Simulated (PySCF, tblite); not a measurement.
**C₆H₇O₂ radical: geometry, infrared bands and EPR parameters**

What infrared bands and EPR parameters should C₆H₇O₂ radical (`[CH2]c1ccc(OC)o1`) show?

Programs: tblite 0.8.0 and PySCF 2.14.0, with density-fitted response routines of our own. Each step states its level of theory. These are calculated values for one molecule in the gas phase, unless marked as measured. Atoms count from 0, in the outputs and in this text.

## 1. The molecule as given

15 atoms, charge 0, multiplicity 2; geometry from: force field or distance geometry start.

Bonds of the start (Å): C0–C1 1.40, C1–C2 1.38, C2–C3 1.40, C3–C4 1.38, C4–O5 1.32, O5–C6 1.42, C4–O7 1.36, O7–C1 1.39, C0–H8 1.09, C0–H9 1.09, C2–H10 1.09, C3–H11 1.08, C6–H12 1.09, C6–H13 1.10, C6–H14 1.10.

## 2. Optimising the geometry with GFN2-xTB

The job: settings as JSON, then the geometry in Å.

```
{"job": {"kind": "relax", "xc": "GFN2-xTB", "basis": "xTB"}, "charge": 0, "multiplicity": 2}
C     -2.368400     1.039800     0.551600
C     -1.343300     0.355300    -0.115100
C     -1.352800    -0.332900    -1.311600
C     -0.067500    -0.845800    -1.547500
C      0.687400    -0.472800    -0.451700
O      1.959400    -0.684400    -0.148200
C      2.407300    -0.117800     1.079800
O     -0.061500     0.258000     0.412400
H     -3.362800     1.097200     0.121100
H     -2.185100     1.521700     1.507700
H     -2.226100    -0.434300    -1.962400
H      0.276200    -1.439900    -2.377200
H      3.458700    -0.371700     1.219700
H      1.858800    -0.544100     1.927500
H      2.315200     0.979600     1.071800
```

On the command line:

```console
> OMP_NUM_THREADS=1 python probes_run.py task.json out
```

One launch serves the whole session: the jobs run in the order shown.

**Question.** This job is followed by: GFN2-xTB harmonic vibrations, gas phase; UKS B3LYP, pcH-1 on C H O, non-relativistic, mean-field spin-orbit, GIAO. Predict these results of the whole session: strongest single infrared mode (GFN2-xTB); zero-point energy (GFN2-xTB); g(iso) (B3LYP); ⟨S²⟩; largest a(iso) (averaged by class); surface potential, 1st and 99th percentile.

The runs gave:

| quantity | value |
| --- | --- |
| strongest single infrared mode (GFN2-xTB) | 1538 cm⁻¹, 324 km/mol |
| zero-point energy (GFN2-xTB) | 71.3 kcal/mol |
| g(iso) (B3LYP) | 2.00280 |
| ⟨S²⟩ | 0.772 (exact 0.75) |
| largest a(iso) (averaged by class) | 13C on C0, 46.1 MHz |
| surface potential, 1st and 99th percentile | -0.85 V and 1.04 V |

The optimisation took 37 steps and gained 0.113 eV; among the close pairs (by a distance rule), C0–C1 changed most, from 1.401 to 1.360 Å. All 39 modes are real, so the xTB geometry is a minimum. The strongest single mode, at 1538 cm⁻¹, moves mainly C4. GFN2-xTB is a fitted tight-binding method: band positions and strengths are rough. Its intensities can rank the bands wrongly. C0 carries the largest spin population, 0.60 e. The isotropic g lies 0.5 ppt above the free-electron value.
